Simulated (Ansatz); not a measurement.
# BiP (wurtzite): a single-point run

Aim: a sound single-point run of BiP (wurtzite). The structure is shown as the input types it.

Computed with Ansatz 0.2.0 (Kohn-Sham DFT, with the functional, basis and potentials that each input names, unless a step's input says otherwise).

1 further run of the same task is left out (set aside as unsound or not needed). Runs told in other sessions of the task aren't counted.

### Step 1. Starting point

The structure is hexagonal, space group P6_3mc (No. 186). The conventional cell has a = 4.905 Å, b = 4.905 Å, c = 6.174 Å, α = 90.00°, β = 90.00°, γ = 120.00°. Bi (site symmetry 3m) has 4 P at 2.71 to 2.86 Å in its first shell of neighbours. Around P (site symmetry 3m) lie 4 Bi at 2.71 to 2.86 Å.

As a file:

```
CELL_PARAMETERS angstrom
4.90481 0.00000 0.00000
-2.45241 4.24769 0.00000
0.00000 0.00000 6.17371
ATOMIC_POSITIONS crystal
Bi 0.66667 0.33333 0.03177
Bi 0.33333 0.66667 0.53177
P 0.66667 0.33333 0.59343
P 0.33333 0.66667 0.09343
```

### Step 2. Input and run

Contents of input.yaml:

```yaml
crystal:
  lattice:
    - [4.904813077699, -2.886767766695e-11, 0.0]
    - [-2.452406538824, 4.247692726116, 0.0]
    - [0.0, 0.0, 6.1737119889]
  atoms:
    - { symbol: Bi, position: [0.6666666666667, 0.3333333333333, 0.0317686379] }
    - { symbol: Bi, position: [0.3333333333333, 0.6666666666667, 0.5317686379] }
    - { symbol: P, position: [0.6666666666667, 0.3333333333333, 0.5934313621] }
    - { symbol: P, position: [0.3333333333333, 0.6666666666667, 0.0934313621] }
basis:
  ecutwfc: 420
  ecutrho_ratio: 4
kpoints:
  mp_grid: { grid: [8, 8, 6] }
hamiltonian:
  xc: b3-lyp
scf:
  occupations: { method: gaussian, width: 0.05 }
  max_iter: 80
output:
  forces: true
  stress: true
```

Started as:

```sh
ansatz run input.yaml --threads 2 --pin off --max-ram 2662MiB --backend cpu --events-out ev --progress --plain --runs-dir out
```

**Question.** How will this run end, and is anything wrong with its input?

The program refused the input before any cycle. The line that matters: «line 17 column 7: hamiltonian.xc: unknown variant `b3-lyp`, expected one of `lda`, `lda-pw`, `pw92`, `pbe`, `pbesol`, `rpbe`, `revpbe`, `blyp`, ...»

Look at the input: hamiltonian.xc is b3-lyp. No functional of that name is defined in this program.

Fix: set hamiltonian.xc to pbe. Any name on the list would pass the check; a listed functional of a like name need not be the same functional.
